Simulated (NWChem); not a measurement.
# Slater/dhf-TZVP (core potential) run of AgI (SMILES [Ag][I])

Aim: the vertical electron affinity of AgI at Slater/dhf-TZVP (core potential), from 2 runs. 

Program for the calculation: NWChem 7.3.0.

## 1. Starting point

AgI: 2 atoms, total charge 0, spin state singlet. SMILES: `[Ag][I]`. The bond length is the measured one.

Bond lengths: Ag1–I2 2.545 Å.

## 2. Energy and one-electron properties at Slater/dhf-TZVP (core potential)

Input file test.nw:

```
start test
memory stack 880 mb heap 220 mb global 1100 mb
geometry units angstrom noautosym nocenter noautoz
  Ag       0.000000       0.000000       0.000000
  I        0.000000       0.000000       2.544621
end
basis spherical
  * library dhf-TZVP
end
ecp
  Ag library dhf-ecp
  I library dhf-ecp
end
dft
  xc slater
  grid fine
  iterations 100
  mulliken
end
property
  octupole
  mulliken
end
task dft property
```

Launch:

```sh
$ nwchem test.nw > test.out
```

Log (excerpt; [...] marks lines left out):

```text
[...]
 **** WARNING Zero Coefficient **** on atom "              Ag"
 angular momentum value:-1  standard basis set name: "dhf-ecp"
 input line that generated warning:
   225: 2      1.00000000             0.00000000
[...]
 **** WARNING Zero Coefficient **** on atom "               I"
 angular momentum value:-1  standard basis set name: "dhf-ecp"
 input line that generated warning:
   351: 2      1.00000000             0.00000000
[...]
          Wavefunction type:  closed shell.
          No. of atoms     :     2
          No. of electrons :    44
[...]
          Charge           :     0
          Spin multiplicity:     1
[...]
          AO basis - number of functions:    93
[...]
              XC Information
              --------------
                        Slater Exchange Functional  1.000 local
             Grid Information
             ----------------
          Grid used for XC integration:  fine
          Radial quadrature: Mura-Knowles
          Angular quadrature: Lebedev.
[...]
 d= 0,ls=0.0,diis     1   -438.9124517097 -5.38D+02  1.91D-02  1.16D+00     1.5
[...]
 d= 0,ls=0.0,diis    10   -439.0247068740 -2.20D-08  6.50D-06  1.60D-07     9.0
         Total DFT energy =     -439.024706873986
      One electron energy =     -970.855457290656
           Coulomb energy =      465.418035428958
    Exchange-Corr. energy =      -32.367886632277
 Nuclear repulsion energy =       98.780601619988
[...]
      Total Density - Mulliken Population Analysis
     ---------------------------------------------
    Atom       Charge   Shell Charges
 -----------   ------   -------------------------------------------------------
    1 Ag  19    18.76   0.04 -0.43  1.69  0.70  0.60  0.07  2.29  2.95  0.76  0.12  0.06  5.62  3.23  1.06  0.00
    2 I   25    25.24   0.18 -0.79  1.62  1.01  1.20  0.74 -0.46  6.40  1.38  2.60  1.31  9.07  0.92  0.04  0.01  0.00
[...]
```

Run time: 9.9 s. Hardware: 1 thread of Intel Xeon 6975P-C (Granite Rapids), shared host; peak memory 0.12 GiB.

Atomic charges (e):

```csv
atom,Löwdin
Ag1,+0.010
I2,-0.010
```

## 3. The doublet anion

Input file agi.nw:

```
start agi
title "AgI properties"
memory total 2200 mb
charge -1

geometry units atomic noautosym nocenter noautoz
  Ag  0.00000000  0.00000000  0.00000000
  I   0.00000000  0.00000000  4.80863678
end

basis spherical
  Ag library dhf-TZVP
  I library dhf-TZVP
end

ecp
  Ag library dhf-ecp
  I library dhf-ecp
end

dft
  xc slater
  mult 2
  grid fine
  maxiter 150
  mulliken
  print medium
end

property
  octupole
  mulliken
end

task dft property
```

Launch:

```sh
$ nwchem agi.nw > agi.out
```

Log:

```text
Northwest Computational Chemistry Package (NWChem) 7.3.0
             --------------------------------------------------------

           Job information
           ---------------

    nwchem branch   = 7.3.0
    use scalapack   = T
    input           = agi.nw
    prefix          = agi.
    data base       = ./agi.db
    status          = startup
    nproc           =        1

           Memory information
           ------------------

    heap     =     72089596 doubles =      550.0 Mbytes
    stack    =     72089601 doubles =      550.0 Mbytes
    global   =    144179200 doubles =     1100.0 Mbytes (distinct from heap & stack)
    total    =    288358397 doubles =     2200.0 Mbytes
    verify   = yes
    hardfail = no

           Directory information
           ---------------------

  0 permanent = .
  0 scratch   = .

                                NWChem Input Module
                                -------------------

                                  AgI properties
                                  --------------

                             Geometry "geometry" -> ""
                             -------------------------

 Output coordinates in a.u. (scale by  1.000000000 to convert to a.u.)

  No.       Tag          Charge          X              Y              Z
 ---- ---------------- ---------- -------------- -------------- --------------
    1 Ag                  47.0000     0.00000000     0.00000000     0.00000000
    2 I                   53.0000     0.00000000     0.00000000     4.80863678

      Atomic Mass
      -----------

      Ag               106.905090
      I                126.900400

 Effective nuclear repulsion energy (a.u.)     518.0262336221

            Nuclear Dipole moment (a.u.)
            ----------------------------
        X                 Y               Z
 ---------------- ---------------- ----------------
     0.0000000000     0.0000000000   254.8577493400

            XYZ format geometry
            -------------------
     2
 geometry
 Ag                    0.00000000     0.00000000     0.00000000
 I                     0.00000000     0.00000000     2.54462118

 ==============================================================================
                                internuclear distances
 ------------------------------------------------------------------------------
       center one      |      center two      | atomic units |       a.u.
 ------------------------------------------------------------------------------
    2 I                |   1 Ag               |     4.80864  |     4.80864
 ------------------------------------------------------------------------------
                         number of included internuclear distances:          1
 ==============================================================================

                      Basis "ao basis" -> "" (spherical)
                      -----
  [basis functions not shown]

 Summary of "ao basis" -> "" (spherical)
 ------------------------------------------------------------------------------
       Tag                 Description            Shells   Functions and Types
 ---------------- ------------------------------  ------  ---------------------
 Ag                         dhf-TZVP                15       43   6s5p3d1f
 I                          dhf-TZVP                16       50   6s5p3d2f

 **** WARNING Zero Coefficient **** on atom "              Ag"
 angular momentum value:-1  standard basis set name: "dhf-ecp"
 input line that generated warning:
   225: 2      1.00000000             0.00000000

 Local ECP potential is zero and ignored

 **** WARNING Zero Coefficient **** on atom "               I"
 angular momentum value:-1  standard basis set name: "dhf-ecp"
 input line that generated warning:
   351: 2      1.00000000             0.00000000

 Local ECP potential is zero and ignored

                 ECP       "ecp basis" -> "" (cartesian)
                -----
  [basis functions not shown]

                              NWChem Property Module
                              ----------------------

                                  AgI properties

  itol2e modified to match energy
  convergence criterion.

                                 NWChem DFT Module
                                 -----------------

                                  AgI properties

 Summary of "ao basis" -> "ao basis" (spherical)
 ------------------------------------------------------------------------------
       Tag                 Description            Shells   Functions and Types
 ---------------- ------------------------------  ------  ---------------------
 Ag                         dhf-TZVP                15       43   6s5p3d1f
 I                          dhf-TZVP                16       50   6s5p3d2f

  Caching 1-el integrals
  itol2e modified to match energy
  convergence criterion.

            General Information
            -------------------
          SCF calculation type: DFT
          Wavefunction type:  spin polarized.
          No. of atoms     :     2
          No. of electrons :    45
           Alpha electrons :    23
            Beta electrons :    22
          Charge           :    -1
          Spin multiplicity:     2
          Use of symmetry is: off; symmetry adaption is: off
          Maximum number of iterations: 150
          AO basis - number of functions:    93
                     number of shells:    31
          Convergence on energy requested:  1.00D-07
          Convergence on density requested:  1.00D-05
          Convergence on gradient requested:  5.00D-04

[... 15 lines left out ...]
          Spatial weights used:  Erf1
[... 1 line left out ...]
          Convergence Information
[... 1 line left out ...]
          Convergence aids based upon iterative change in
          total energy or number of iterations.
[... 63 lines left out ...]
   convergence    iter        energy       DeltaE   RMS-Dens  Diis-err    time
[... 13 lines left out ...]
         Total DFT energy =     -439.055987450014
      One electron energy =     -979.485414787584
           Coulomb energy =      474.170560014492
    Exchange-Corr. energy =      -32.521727205419
 Nuclear repulsion energy =       98.780594528497
[... 5 lines left out ...]
                    DFT Final Alpha Molecular Orbital Analysis
[... 664 lines left out ...]
                     DFT Final Beta Molecular Orbital Analysis
[... 711 lines left out ...]
   alpha     21     22     23     24     25     26     27     28     29     30
    beta     21     22     23     25     24     26     27     28     29     30
 overlap   0.999  0.999  0.978  0.987  0.987  0.956  0.955  0.979  0.977  0.977

   alpha     31     32     33     34     35     36     37     38     39     40
    beta     31     32     33     34     35     36     37     38     39     40
 overlap   0.977  0.977  0.986  1.000  1.000  0.995  0.995  0.997  1.000  1.000

   alpha     41     42     43     44     45     46     47     48     49     50
    beta     41     42     43     44     45     46     47     48     49     50
 overlap   0.992  0.998  0.998  0.995  1.000  1.000  0.995  0.995  1.000  1.000

   alpha     51     52     53     54     55     56     57     58     59     60
    beta     51     52     53     54     55     56     57     58     59     60
 overlap   1.000  1.000  1.000  0.998  1.000  1.000  1.000  1.000  0.998  1.000

   alpha     61     62     63     64     65     66     67     68     69     70
    beta     61     62     63     64     65     66     67     68     69     70
 overlap   1.000  1.000  1.000  1.000  1.000  1.000  1.000  1.000  1.000  1.000

   alpha     71     72     73     74     75     76     77     78     79     80
    beta     71     72     73     74     75     76     77     78     79     80
 overlap   1.000  1.000  1.000  1.000  1.000  1.000  1.000  1.000  1.000  1.000

   alpha     81     82     83     84     85     86     87     88     89     90
    beta     81     82     83     84     85     86     87     88     89     90
 overlap   1.000  1.000  1.000  1.000  1.000  1.000  1.000  1.000  1.000  1.000

   alpha     91     92     93
    beta     91     92     93
 overlap   1.000  1.000  1.000

     --------------------------
     Expectation value of S2:
     --------------------------
      <S2> =      0.7547 (Exact =     0.7500)

 center of mass
 --------------
 x =   0.00000000 y =   0.00000000 z =   2.60993842

 moments of inertia (a.u.)
 ------------------
        1341.685164611622           0.000000000000           0.000000000000
           0.000000000000        1341.685164611622           0.000000000000
           0.000000000000           0.000000000000           0.000000000000

     Multipole analysis of the density
     ---------------------------------

     L   x y z        total         alpha         beta         nuclear
     -   - - -        -----         -----         ----         -------
     0   0 0 0     -1.000000    -23.000000    -22.000000     44.000000

     1   1 0 0      0.000000      0.000000      0.000000      0.000000
[... 8 lines of this table left out ...]
     2   0 0 2    -56.123832   -323.036766   -311.161758    578.074692

          ---------------
          Octupole Moment
          ---------------

 Center of charge (in au) is the expansion point
         X =       0.0000000 Y =       0.0000000 Z =       2.7321800

   Third moments in atomic units

   Component  Electronic+nuclear     Point charges             Total
  --------------------------------------------------------------------------
      XXX           0.0000001848          0.0000000000          0.0000001848
      YYY          -0.0000001873          0.0000000000         -0.0000001873
      ZZZ          67.2215497553          0.0000000000         67.2215497553
[... 6 lines of this table left out ...]
      XYZ           0.0000000443          0.0000000000          0.0000000443

   Third moments in 10**(-34) esu*cm**3

   Component  Electronic+nuclear     Point charges             Total
  --------------------------------------------------------------------------
      XXX           0.0000001315          0.0000000000          0.0000001315
      YYY          -0.0000001333          0.0000000000         -0.0000001333
      ZZZ          47.8407703022          0.0000000000         47.8407703022
[... 6 lines of this table left out ...]
      XYZ           0.0000000315          0.0000000000          0.0000000315

   Octupole moments in atomic units

   Component  Electronic+nuclear     Point charges             Total
  --------------------------------------------------------------------------
      XXX          -0.0000000924          0.0000000000         -0.0000000924
      YYY           0.0000000793          0.0000000000          0.0000000793
      ZZZ          42.0055579762          0.0000000000         42.0055579762
[... 6 lines of this table left out ...]
      XYZ           0.0000001108          0.0000000000          0.0000001108

   Octupole moments in 10**(-34) esu*cm**3

   Component  Electronic+nuclear     Point charges             Total
  --------------------------------------------------------------------------
      XXX          -0.0000000658          0.0000000000         -0.0000000658
      YYY           0.0000000564          0.0000000000          0.0000000564
      ZZZ          29.8948515450          0.0000000000         29.8948515450
[... 6 lines of this table left out ...]
      XYZ           0.0000000789          0.0000000000          0.0000000789

 1 a.u. = 0.711688 10**(-34) esu*cm**3

          ----------------------------
          Mulliken population analysis
          ----------------------------

 Alpha Spin S,P,D,... shell population
 --------------------------------
    Atom          S        P        D        F
 --------------------------------------------------------------------------------------
     1 Ag     1.95987   3.25902   4.94944   0.00015
     2 I      1.97341   5.83486   5.01821   0.00503

          ----- Alpha Spin gross population on atoms ----

              1  Ag  47.0    10.16848
              2  I   53.0    12.83152

 Beta Spin  S,P,D,... shell population
 --------------------------------
    Atom          S        P        D        F
 --------------------------------------------------------------------------------------
     1 Ag     1.25956   3.08154   4.92043   0.00014
     2 I      1.97330   5.73571   5.02380   0.00552

          ----- Beta Spin  gross population on atoms ----

              1  Ag  47.0     9.26167
              2  I   53.0    12.73833

 Total      S,P,D,... shell population
 --------------------------------
    Atom          S        P        D        F
 --------------------------------------------------------------------------------------
     1 Ag     3.21943   6.34056   9.86987   0.00029
     2 I      3.94671  11.57057  10.04201   0.01055

          ----- Total      gross population on atoms ----

              1  Ag  47.0    19.43016
              2  I   53.0    25.56984

          ----- Atomic spin population -----

              1  Ag  47.0     0.90681
              2  I   53.0     0.09319

          ----- Bond indices -----
  1- 1   0.00000  1- 2   0.83595
  2- 1   0.83595  2- 2   0.00000

 Large bond indices
 ------------------
  1   Ag-  2   I    0.83595

                                                                Free electrons             Valency
                              Number of         Sum of          + Bond indices         - Bond indices
                Valency     Free electrons    Bond indices     =Mulliken charge     = Net spin population
     1  Ag      1.65675       18.59421          0.83595          19.43016                 0.82080
     2  I       0.85000       24.73390          0.83595          25.56984                 0.01405

 Task  times  cpu:       10.2s     wall:       10.2s
 Total times  cpu:       10.2s     wall:       10.2s
```

Wall time 11 s (1 thread of Intel Xeon 6975P-C (Granite Rapids), shared host); peak memory 0.12 GiB.

Atomic charges (e):

```csv
atom,Löwdin
Ag1,-0.730
I2,-0.270
```

## 4. What came out

Level: Slater/dhf-TZVP (core potential).

| quantity | value |
| --- | --- |
| singlet AgI: total energy | -439.02471 Eh |
| singlet AgI: dipole moment | 3.68 D |
| singlet AgI: HOMO energy | -4.96 eV |
| singlet AgI: LUMO energy | -3.22 eV |
| singlet AgI: HOMO–LUMO gap | 1.74 eV |
| doublet anion: total energy | -439.05599 Eh |
| doublet anion: HOMO energy (highest over α and β) | 1.55 eV |
| doublet anion: LUMO energy (lowest over α and β) | 2.75 eV |
| doublet anion: ⟨S²⟩ | 0.755 |
| vertical electron affinity (to the doublet anion) | 0.851 eV |

What this shows: At fixed nuclei the extra electron is bound by 0.85 eV (82.1 kJ/mol). The basis has no diffuse functions, so the error can be as large as this value. The HOMO (doublet anion) lies at positive energy, 1.55 eV, as semi-local functionals often give for anions; only total energies tell whether the electron is bound.
